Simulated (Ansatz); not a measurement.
# C2H8S2Si: molecular dynamics

The plan is to follow the molecule's vibrations and see whether its bonds hold. The start is relaxed first. Runs: 263 steps of 0.5 fs under a Langevin thermostat, set from 300 K to 900 K by a schedule. SMILES of the start: CSC([SiH3])S.

All numbers below are computed with Ansatz 0.2.0 (RKS B3LYP/STO-3G).

## Step 1: The system as given

Bond lengths: C1–S2 1.774 Å, S2–C3 1.833 Å, C3–Si4 1.887 Å, C3–S5 1.845 Å, C1–H6 1.149 Å, C1–H7 1.049 Å, C1–H8 1.119 Å, C3–H9 1.035 Å, Si4–H10 1.473 Å, Si4–H11 1.565 Å, Si4–H12 1.449 Å, S5–H13 1.316 Å. Angles (14 of 20 angles, heavy atoms first): C1–S2–C3 98.4°, S2–C3–Si4 109.3°, S2–C3–S5 108.4°, Si4–C3–S5 105.7°, S2–C1–H6 109.7°, S2–C1–H7 114.2°, S2–C1–H8 107.6°, S2–C3–H9 109.0°, Si4–C3–H9 114.8°, S5–C3–H9 109.4°, C3–Si4–H10 110.5°, C3–Si4–H11 106.7°, C3–Si4–H12 115.7°, C3–S5–H13 95.7°.

As a file:

```xyz
13

C    -1.5169    0.9549    1.1650
S     0.1457    1.3015    0.6528
C     0.2195    0.1824   -0.7967
Si    0.8836   -1.4984   -0.2553
S     1.4611    0.8515   -1.9866
H    -2.2496    1.2651    0.3366
H    -1.6800   -0.0403    1.4527
H    -1.7656    1.6525    2.0035
H    -0.7113    0.1556   -1.2489
H     0.8590   -2.4497   -1.3796
H    -0.1591   -2.0929    0.7486
H     2.1766   -1.4825    0.3991
H     2.3574    1.1654   -1.0762
```

## Step 2: Relaxing the start

File input.yaml:

```yaml
crystal:
  periodic: [false, false, false]
  atoms:
    - { symbol: C, position_ang: [-1.5169, 0.9549, 1.165] }
    - { symbol: S, position_ang: [0.1457, 1.3015, 0.6528] }
    - { symbol: C, position_ang: [0.2195, 0.1824, -0.7967] }
    - { symbol: Si, position_ang: [0.8836, -1.4984, -0.2553] }
    - { symbol: S, position_ang: [1.4611, 0.8515, -1.9866] }
    - { symbol: H, position_ang: [-2.2496, 1.2651, 0.3366] }
    - { symbol: H, position_ang: [-1.68, -0.0403, 1.4527] }
    - { symbol: H, position_ang: [-1.7656, 1.6525, 2.0035] }
    - { symbol: H, position_ang: [-0.7113, 0.1556, -1.2489] }
    - { symbol: H, position_ang: [0.859, -2.4497, -1.3796] }
    - { symbol: H, position_ang: [-0.1591, -2.0929, 0.7486] }
    - { symbol: H, position_ang: [2.1766, -1.4825, 0.3991] }
    - { symbol: H, position_ang: [2.3574, 1.1654, -1.0762] }
basis:
  gaussian: { orbitals: STO-3G }
hamiltonian:
  xc: b3lyp
relax:
  f_tol: 0.02
  max_steps: 40
```

Command:

```
> ansatz run input.yaml --threads 1 --pin off --max-ram 2048MiB --backend cpu --events-out ev --progress --plain --runs-dir out
```

After this run come: The run.

Before running it: what results should come out? Wanted: relaxation of the start; temperature, first and last step; temperature, second half; potential energy, second half; bonds formed or broken.

**Answer**, as computed:

```
                        quantity                          value
         relaxation of the start        6 moves, 0.697 eV lower
                          length            263 steps of 0.5 fs
temperature, first and last step                  277 and 493 K
        temperature, second half  mean 411 K, from 270 to 658 K
   potential energy, second half    +50 meV/atom from the start
          bonds formed or broken                              0
```

**Reading.** The set-point goes from 300 to 900 K in 132 fs, and the last tenth of the run averages 451 K. Such a rate, of order 10^16 K/s, is far beyond any furnace or quench, and the atoms lag the set-point. The bonds all hold. Averages from a run of 132 fs with 13 atoms are rough. The nuclei move classically, without zero-point motion, which matters most for hydrogen. In so small a basis the energies are only a sketch.
